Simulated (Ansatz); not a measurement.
# Li+ with F₂: interaction against distance, part 2 of 3

Ansatz 0.2.0, Gaussian basis. The steps go on from the part before.

## 7. B moved by +0.10 Å, CCSD(T)/def2-TZVPPD

The inputs:

ab/in.yaml

```yaml
crystal:
  periodic: [false, false, false]
  atoms:
    - {symbol: Li, position_ang: [0.082120, -0.078030, -1.553294]}
    - {symbol: F, position_ang: [-0.429039, 0.407777, 0.432312]}
    - {symbol: F, position_ang: [0.336318, -0.319779, 1.321487]}
basis:
  gaussian: {orbitals: "def2-TZVPPD.json"}
total_charge: 1
correlation: {method: ccsd_t}
```

a/in.yaml

```yaml
crystal:
  periodic: [false, false, false]
  atoms:
    - {symbol: Li, position_ang: [0.082120, -0.078030, -1.553294]}
basis:
  gaussian:
    orbitals: "def2-TZVPPD.json"
    ghost_atoms:
      - {symbol: F, position_ang: [-0.429039, 0.407777, 0.432312]}
      - {symbol: F, position_ang: [0.336318, -0.319779, 1.321487]}
total_charge: 1
correlation: {method: ccsd_t}
```

b/in.yaml

```yaml
crystal:
  periodic: [false, false, false]
  atoms:
    - {symbol: F, position_ang: [-0.429039, 0.407777, 0.432312]}
    - {symbol: F, position_ang: [0.336318, -0.319779, 1.321487]}
basis:
  gaussian:
    orbitals: "def2-TZVPPD.json"
    ghost_atoms:
      - {symbol: Li, position_ang: [0.082120, -0.078030, -1.553294]}
correlation: {method: ccsd_t}
```

One command serves all of them, each in its own folder.

Run with:

```console
> ansatz run in.yaml --threads 2 --pin off --events-out ev --progress --plain --max-ram 5222MiB
```

Log of ab, shortened:

```text
Functional definition: HF
  name "HF"
  cite "Fock, Z. Phys. 61, 126 (1930) doi:10.1007/BF01340294"
  parent pbe
[...]
705 factors; integrals over basis functions are off by at most 7.2e-4 eV
[...]
mean field -5605.93264667 eV, -206.0142249276 hartree, gradient 2.0e-6 eV, S^2 0.000000; 0 other end points of the search recorded, 0 dependent functions left out; unrestricted orbitals would lower it
[...]
reference -5605.93264667 eV, -206.0142249276 hartree; 8, 8 occupied and 92, 92 virtual orbitals, 705 factors
second order -14.92285573 eV of doubles, -0.00000000 eV of singles
cycle   1  -14.71704252 eV  change    2.1e-1 eV  update   7.6e-2
[...]
cycle  12  -15.17974005 eV  change    1.3e-5 eV  update   8.8e-6
perturbative correction -0.48072054 eV, -0.0176661539 hartree
Total energy: -5621.59310726 eV, -206.5897362390 hartree
```

Log of a, shortened:

```text
[... 4 set-up lines as earlier in the session ...]
[...]
695 factors; integrals over basis functions are off by at most 7.3e-4 eV
[...]
mean field -196.91181062 eV, -7.2363755688 hartree, gradient 7.6e-7 eV, S^2 0.000000; 0 other end points of the search recorded, 0 dependent functions left out
reference -196.91181062 eV, -7.2363755688 hartree; 1, 1 occupied and 101, 101 virtual orbitals, 695 factors
second order -0.81690950 eV of doubles, -0.00000000 eV of singles
cycle   1  -0.91751918 eV  change   -1.0e-1 eV  update   6.4e-3
[...]
cycle   5  -0.93351415 eV  change   -5.8e-7 eV  update   7.6e-7
perturbative correction -0.00000000 eV, -0.0000000000 hartree
Total energy: -197.84532477 eV, -7.2706815811 hartree
```

Output in b, shortened:

```text
[... 4 set-up lines as earlier in the session ...]
[...]
643 factors; integrals over basis functions are off by at most 1.1e-3 eV
[...]
mean field -5408.76578287 eV, -198.7684763274 hartree, gradient 2.6e-6 eV, S^2 0.000000; 0 other end points of the search recorded, 0 dependent functions left out; unrestricted orbitals would lower it
[...]
reference -5408.76578287 eV, -198.7684763274 hartree; 7, 7 occupied and 93, 93 virtual orbitals, 643 factors
second order -14.11282606 eV of doubles, -0.00000000 eV of singles
cycle   1  -13.80614743 eV  change    3.1e-1 eV  update   7.4e-2
[...]
cycle  10  -14.24828442 eV  change    8.2e-6 eV  update   6.1e-6
perturbative correction -0.47911983 eV, -0.0176073289 hartree
Total energy: -5423.49318712 eV, -199.3096984508 hartree
```

They took 1 s (ab), 0.3 s (a), 0.9 s (b) on 2 threads of AMD EPYC 9R45, shared host; peak memory 0.34 GiB.

ab − a − b = -5.87 kcal/mol.

## 8. B moved by +0.24 Å, wB97M-V/def2-TZVPPD

ab/in.yaml

```yaml
crystal:
  periodic: [false, false, false]
  atoms:
    - {symbol: Li, position_ang: [0.082120, -0.078030, -1.553294]}
    - {symbol: F, position_ang: [-0.436460, 0.414825, 0.572665]}
    - {symbol: F, position_ang: [0.328898, -0.312731, 1.461841]}
basis:
  gaussian: {orbitals: "def2-TZVPPD.json"}
total_charge: 1
hamiltonian: {xc: {name: wB97M-V}}
```

a/in.yaml

```yaml
crystal:
  periodic: [false, false, false]
  atoms:
    - {symbol: Li, position_ang: [0.082120, -0.078030, -1.553294]}
basis:
  gaussian:
    orbitals: "def2-TZVPPD.json"
    ghost_atoms:
      - {symbol: F, position_ang: [-0.436460, 0.414825, 0.572665]}
      - {symbol: F, position_ang: [0.328898, -0.312731, 1.461841]}
total_charge: 1
hamiltonian: {xc: {name: wB97M-V}}
```

b/in.yaml

```yaml
crystal:
  periodic: [false, false, false]
  atoms:
    - {symbol: F, position_ang: [-0.436460, 0.414825, 0.572665]}
    - {symbol: F, position_ang: [0.328898, -0.312731, 1.461841]}
basis:
  gaussian:
    orbitals: "def2-TZVPPD.json"
    ghost_atoms:
      - {symbol: Li, position_ang: [0.082120, -0.078030, -1.553294]}
hamiltonian: {xc: {name: wB97M-V}}
```

Each run has its own folder and the same command.

Run with:

```console
> ansatz run in.yaml --threads 2 --pin off --events-out ev --progress --plain --max-ram 5222MiB
```

Output in ab, shortened:

```text
[... 5 set-up lines as earlier in the session ...]
  # Of w^i u^j: cxij and so on, Table III.
[...]
  gx(w, u) = 1 - cx + cx01*u + cx10*w
[...]
      + integral(e_c_pw_mod_opposite_spin*gos(b97_w_opposite, b97_u_opposite)) + vv10(b, c)
550 factors; their error is unknown
182 factors; integrals over basis functions are off by at most 5.7e-5 eV
[...]
mean field -5628.34081339 eV, -206.8377098655 hartree, gradient 1.9e-5 eV, S^2 0.000000; 0 other end points of the search recorded, 0 dependent functions left out
reference -5628.34086025 eV, -206.8377115877 hartree; 10, 10 occupied and 92, 92 virtual orbitals, 550 factors
Total energy: -5628.34086025 eV, -206.8377115877 hartree
```

Output in a, shortened:

```text
[... 5 set-up lines as earlier in the session ...]
  # Of w^i u^j: cxij and so on, Table III.
[...]
  gx(w, u) = 1 - cx + cx01*u + cx10*w
[...]
      + integral(e_c_pw_mod_opposite_spin*gos(b97_w_opposite, b97_u_opposite)) + vv10(b, c)
540 factors; their error is unknown
180 factors; integrals over basis functions are off by at most 5.7e-5 eV
[...]
mean field -197.98639242 eV, -7.2758657215 hartree, gradient 1.2e-6 eV, S^2 0.000000; 0 other end points of the search recorded, 0 dependent functions left out
reference -197.98639996 eV, -7.2758659987 hartree; 1, 1 occupied and 101, 101 virtual orbitals, 540 factors
Total energy: -197.98639996 eV, -7.2758659987 hartree
```

Output in b, shortened:

```text
[... 5 set-up lines as earlier in the session ...]
  # Of w^i u^j: cxij and so on, Table III.
[...]
  gx(w, u) = 1 - cx + cx01*u + cx10*w
[...]
      + integral(e_c_pw_mod_opposite_spin*gos(b97_w_opposite, b97_u_opposite)) + vv10(b, c)
500 factors; their error is unknown
154 factors; integrals over basis functions are off by at most 9.3e-5 eV
[...]
mean field -5430.09831709 eV, -199.5524325002 hartree, gradient 4.8e-5 eV, S^2 0.000000; 0 other end points of the search recorded, 0 dependent functions left out
reference -5430.09836845 eV, -199.5524343878 hartree; 9, 9 occupied and 93, 93 virtual orbitals, 500 factors
Total energy: -5430.09836845 eV, -199.5524343878 hartree
```

They took 0.85 s (ab), 0.6 s (a), 0.8 s (b) on 2 threads of AMD EPYC 9R45, shared host.

ab − a − b = -5.91 kcal/mol.

## 9. B moved by +0.24 Å, CCSD(T)/def2-TZVPPD

The same edit goes into each in.yaml of step 8 (ab, a, b):

```diff
-hamiltonian: {xc: {name: wB97M-V}}
+correlation: {method: ccsd_t}
```

The same command starts each run, in its folder.

Run with:

```console
> ansatz run in.yaml --threads 2 --pin off --events-out ev --progress --plain --max-ram 5222MiB
```

Output in ab, shortened:

```text
[... 4 set-up lines as earlier in the session ...]
[...]
705 factors; integrals over basis functions are off by at most 7.3e-4 eV
[...]
mean field -5605.90700226 eV, -206.0132825127 hartree, gradient 1.2e-6 eV, S^2 0.000000; 0 other end points of the search recorded, 0 dependent functions left out; unrestricted orbitals would lower it
[...]
reference -5605.90700226 eV, -206.0132825127 hartree; 8, 8 occupied and 92, 92 virtual orbitals, 705 factors
second order -14.92793398 eV of doubles, -0.00000000 eV of singles
cycle   1  -14.71913148 eV  change    2.1e-1 eV  update   7.6e-2
[...]
cycle  12  -15.18219762 eV  change    9.8e-6 eV  update   9.2e-6
perturbative correction -0.48109199 eV, -0.0176798045 hartree
Total energy: -5621.57029187 eV, -206.5888977890 hartree
```

Output in a, shortened:

```text
[... 4 set-up lines as earlier in the session ...]
[...]
695 factors; integrals over basis functions are off by at most 7.3e-4 eV
[...]
mean field -196.91180532 eV, -7.2363753740 hartree, gradient 7.5e-7 eV, S^2 0.000000; 0 other end points of the search recorded, 0 dependent functions left out
reference -196.91180532 eV, -7.2363753740 hartree; 1, 1 occupied and 101, 101 virtual orbitals, 695 factors
second order -0.81649513 eV of doubles, -0.00000000 eV of singles
cycle   1  -0.91701770 eV  change   -1.0e-1 eV  update   6.4e-3
[...]
cycle   5  -0.93298823 eV  change   -5.6e-7 eV  update   7.5e-7
perturbative correction 0.00000000 eV, 0.0000000000 hartree
Total energy: -197.84479356 eV, -7.2706620591 hartree
```

Output in b, shortened:

```text
[... 4 set-up lines as earlier in the session ...]
[...]
642 factors; integrals over basis functions are off by at most 1.1e-3 eV
[...]
mean field -5408.76568351 eV, -198.7684726758 hartree, gradient 2.4e-6 eV, S^2 0.000000; 0 other end points of the search recorded, 0 dependent functions left out; unrestricted orbitals would lower it
[...]
reference -5408.76568351 eV, -198.7684726758 hartree; 7, 7 occupied and 93, 93 virtual orbitals, 642 factors
second order -14.11174127 eV of doubles, -0.00000000 eV of singles
cycle   1  -13.80514335 eV  change    3.1e-1 eV  update   7.4e-2
[...]
cycle  10  -14.24725132 eV  change    7.9e-6 eV  update   6.1e-6
perturbative correction -0.47901135 eV, -0.0176033425 hartree
Total energy: -5423.49194618 eV, -199.3096528474 hartree
```

Times: 1 s (ab), 0.3 s (a), 0.8 s (b) on 2 threads of AMD EPYC 9R45, shared host; peak memory 0.34 GiB.

Interaction: -5.39 kcal/mol.

## 10. B moved by +0.50 Å, wB97M-V/def2-TZVPPD

ab/in.yaml

```yaml
crystal:
  periodic: [false, false, false]
  atoms:
    - {symbol: Li, position_ang: [0.082120, -0.078030, -1.553294]}
    - {symbol: F, position_ang: [-0.450240, 0.427914, 0.833321]}
    - {symbol: F, position_ang: [0.315118, -0.299642, 1.722497]}
basis:
  gaussian: {orbitals: "def2-TZVPPD.json"}
total_charge: 1
hamiltonian: {xc: {name: wB97M-V}}
```

a/in.yaml

```yaml
crystal:
  periodic: [false, false, false]
  atoms:
    - {symbol: Li, position_ang: [0.082120, -0.078030, -1.553294]}
basis:
  gaussian:
    orbitals: "def2-TZVPPD.json"
    ghost_atoms:
      - {symbol: F, position_ang: [-0.450240, 0.427914, 0.833321]}
      - {symbol: F, position_ang: [0.315118, -0.299642, 1.722497]}
total_charge: 1
hamiltonian: {xc: {name: wB97M-V}}
```

b/in.yaml

```yaml
crystal:
  periodic: [false, false, false]
  atoms:
    - {symbol: F, position_ang: [-0.450240, 0.427914, 0.833321]}
    - {symbol: F, position_ang: [0.315118, -0.299642, 1.722497]}
basis:
  gaussian:
    orbitals: "def2-TZVPPD.json"
    ghost_atoms:
      - {symbol: Li, position_ang: [0.082120, -0.078030, -1.553294]}
hamiltonian: {xc: {name: wB97M-V}}
```

The same command starts each run, in its folder.

Run with:

```console
> ansatz run in.yaml --threads 2 --pin off --events-out ev --progress --plain --max-ram 5222MiB
```

Log of ab, shortened:

```text
[... 5 set-up lines as earlier in the session ...]
  # Of w^i u^j: cxij and so on, Table III.
[...]
  gx(w, u) = 1 - cx + cx01*u + cx10*w
[...]
      + integral(e_c_pw_mod_opposite_spin*gos(b97_w_opposite, b97_u_opposite)) + vv10(b, c)
550 factors; their error is unknown
182 factors; integrals over basis functions are off by at most 6.7e-5 eV
[...]
mean field -5628.27966445 eV, -206.8354626836 hartree, gradient 2.0e-5 eV, S^2 0.000000; 0 other end points of the search recorded, 0 dependent functions left out
reference -5628.27971284 eV, -206.8354644620 hartree; 10, 10 occupied and 92, 92 virtual orbitals, 550 factors
Total energy: -5628.27971284 eV, -206.8354644620 hartree
```

Output in a, shortened:

```text
[... 5 set-up lines as earlier in the session ...]
  # Of w^i u^j: cxij and so on, Table III.
[...]
  gx(w, u) = 1 - cx + cx01*u + cx10*w
[...]
      + integral(e_c_pw_mod_opposite_spin*gos(b97_w_opposite, b97_u_opposite)) + vv10(b, c)
540 factors; their error is unknown
180 factors; integrals over basis functions are off by at most 6.7e-5 eV
[...]
mean field -197.98629959 eV, -7.2758623101 hartree, gradient 8.2e-7 eV, S^2 0.000000; 0 other end points of the search recorded, 0 dependent functions left out
reference -197.98630740 eV, -7.2758625969 hartree; 1, 1 occupied and 101, 101 virtual orbitals, 540 factors
Total energy: -197.98630740 eV, -7.2758625969 hartree
```

b printed, shortened:

```text
[... 5 set-up lines as earlier in the session ...]
  # Of w^i u^j: cxij and so on, Table III.
[...]
  gx(w, u) = 1 - cx + cx01*u + cx10*w
[...]
      + integral(e_c_pw_mod_opposite_spin*gos(b97_w_opposite, b97_u_opposite)) + vv10(b, c)
500 factors; their error is unknown
154 factors; integrals over basis functions are off by at most 1.1e-4 eV
[...]
mean field -5430.09798703 eV, -199.5524203708 hartree, gradient 5.6e-5 eV, S^2 0.000000; 0 other end points of the search recorded, 0 dependent functions left out
reference -5430.09803842 eV, -199.5524222593 hartree; 9, 9 occupied and 93, 93 virtual orbitals, 500 factors
Total energy: -5430.09803842 eV, -199.5524222593 hartree
```

They took 0.85 s (ab), 0.55 s (a), 0.8 s (b) on 2 threads of AMD EPYC 9R45, shared host.

Interaction: -4.51 kcal/mol.

## 11. B moved by +0.50 Å, CCSD(T)/def2-TZVPPD

Each input of step 10 (ab, a, b) changes in the same lines:

```diff
-hamiltonian: {xc: {name: wB97M-V}}
+correlation: {method: ccsd_t}
```

One command serves all of them, each in its own folder.

Run with:

```console
> ansatz run in.yaml --threads 2 --pin off --events-out ev --progress --plain --max-ram 5222MiB
```

Output in ab, shortened:

```text
[... 4 set-up lines as earlier in the session ...]
[...]
705 factors; integrals over basis functions are off by at most 8.8e-4 eV
[...]
mean field -5605.85016527 eV, -206.0111937920 hartree, gradient 2.1e-6 eV, S^2 0.000000; 0 other end points of the search recorded, 0 dependent functions left out; unrestricted orbitals would lower it
[...]
reference -5605.85016527 eV, -206.0111937920 hartree; 8, 8 occupied and 92, 92 virtual orbitals, 705 factors
second order -14.93070856 eV of doubles, -0.00000000 eV of singles
cycle   1  -14.71984224 eV  change    2.1e-1 eV  update   7.6e-2
[...]
cycle  12  -15.18263393 eV  change    2.5e-6 eV  update   1.0e-5
perturbative correction -0.48105342 eV, -0.0176783871 hartree
Total energy: -5621.51385262 eV, -206.5868236847 hartree
```

Output in a, shortened:

```text
[... 4 set-up lines as earlier in the session ...]
[...]
695 factors; integrals over basis functions are off by at most 8.8e-4 eV
[...]
mean field -196.91179329 eV, -7.2363749318 hartree, gradient 7.0e-7 eV, S^2 0.000000; 0 other end points of the search recorded, 0 dependent functions left out
reference -196.91179329 eV, -7.2363749318 hartree; 1, 1 occupied and 101, 101 virtual orbitals, 695 factors
second order -0.81592029 eV of doubles, -0.00000000 eV of singles
cycle   1  -0.91633206 eV  change   -1.0e-1 eV  update   6.4e-3
[...]
cycle   5  -0.93227155 eV  change   -5.9e-7 eV  update   7.4e-7
perturbative correction -0.00000000 eV, -0.0000000000 hartree
Total energy: -197.84406484 eV, -7.2706352794 hartree
```

Log of b, shortened:

```text
[... 4 set-up lines as earlier in the session ...]
[...]
642 factors; integrals over basis functions are off by at most 1.1e-3 eV
[...]
mean field -5408.76540454 eV, -198.7684624239 hartree, gradient 1.9e-6 eV, S^2 0.000000; 0 other end points of the search recorded, 0 dependent functions left out; unrestricted orbitals would lower it
[...]
reference -5408.76540454 eV, -198.7684624239 hartree; 7, 7 occupied and 93, 93 virtual orbitals, 642 factors
second order -14.11019365 eV of doubles, -0.00000000 eV of singles
cycle   1  -13.80367772 eV  change    3.1e-1 eV  update   7.4e-2
[...]
cycle  10  -14.24575832 eV  change    8.0e-6 eV  update   6.1e-6
perturbative correction -0.47885479 eV, -0.0175975889 hartree
Total energy: -5423.49001765 eV, -199.3095819751 hartree
```

They took 0.95 s (ab), 0.3 s (a), 0.8 s (b) on 2 threads of AMD EPYC 9R45, shared host; peak memory 0.34 GiB.

Interaction: -4.15 kcal/mol.

[end of part 2 of 3]
